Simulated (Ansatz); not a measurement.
# LuAs: a single-point run

The task is a single-point run on LuAs. The structure is shown as the input types it. The cell is built on a prototype (zincblende) and needn't be the phase found in nature.

Program: Ansatz 0.2.0. Level of theory: density functional or hybrid calculation with the settings of its input, plane waves (as first typed). These are calculated values, not measurements.

6 further runs of the same task are left out: 3 for a known fault of the program, 3 that didn't finish.

## Step 1: Starting point

Symmetry: F-43m, No. 216, cubic system. Conventional cell: a = 6.311 Å, b = 6.311 Å, c = 6.311 Å, α = 90.00°, β = 90.00°, γ = 90.00°. Lu (site symmetry -43m) is surrounded by 4 As at 2.73 Å. As (site symmetry -43m) has 4 Lu at 2.73 Å as nearest neighbours.

As a file:

```cif
data_structure
_symmetry_space_group_name_H-M 'F-43m'
_symmetry_Int_Tables_number 216
_cell_length_a 6.3108
_cell_length_b 6.3108
_cell_length_c 6.3108
_cell_angle_alpha 90.000
_cell_angle_beta 90.000
_cell_angle_gamma 90.000
_cell_volume 251.33
loop_
_atom_site_label
_atom_site_type_symbol
_atom_site_symmetry_multiplicity
_atom_site_Wyckoff_symbol
_atom_site_fract_x
_atom_site_fract_y
_atom_site_fract_z
_atom_site_occupancy
Lu1 Lu 4 a 0.00000 0.00000 0.00000 1
As1 As 4 d 0.25000 0.25000 0.75000 1
```

## Step 2: The calculation

Contents of input.yaml:

```yaml
crystal:
  lattice:
    - [0.0, 3.155379676, 3.155379676]
    - [3.155379676, 0.0, 3.155379676]
    - [3.155379676, 3.155379676, 0.0]
  atoms:
    - { symbol: Lu, position: [0.0, 0.0, 0.0] }
    - { symbol: As, position: [0.25, 0.25, 0.25] }
kpoints:
  mp_grid: { grid: [6, 6, 6] }
hamiltonian:
  xc: r2scan
scf:
  occupations: { method: gaussian, width: 1.5 }
  n_extra_bands: 4
output:
  forces: true
  stress: true
  eigenvalues: true
```

Started as:

```bash
$ ansatz run input.yaml --threads 4 --pin off --max-ram 3686MiB --backend cpu --events-out ev --progress --plain --runs-dir out
```

Q: Will this input give a usable result? If not, why, and what should change?

The program finished normally. That alone doesn't make the input a sound one.

The suspect setting: scf.occupations.method is gaussian; scf.occupations.width is 1.5. Occupations are smeared over electronvolts, wider than many features of the bands.

The test: delete scf.occupations.width (the default then holds) and set scf.occupations.method to fixed.
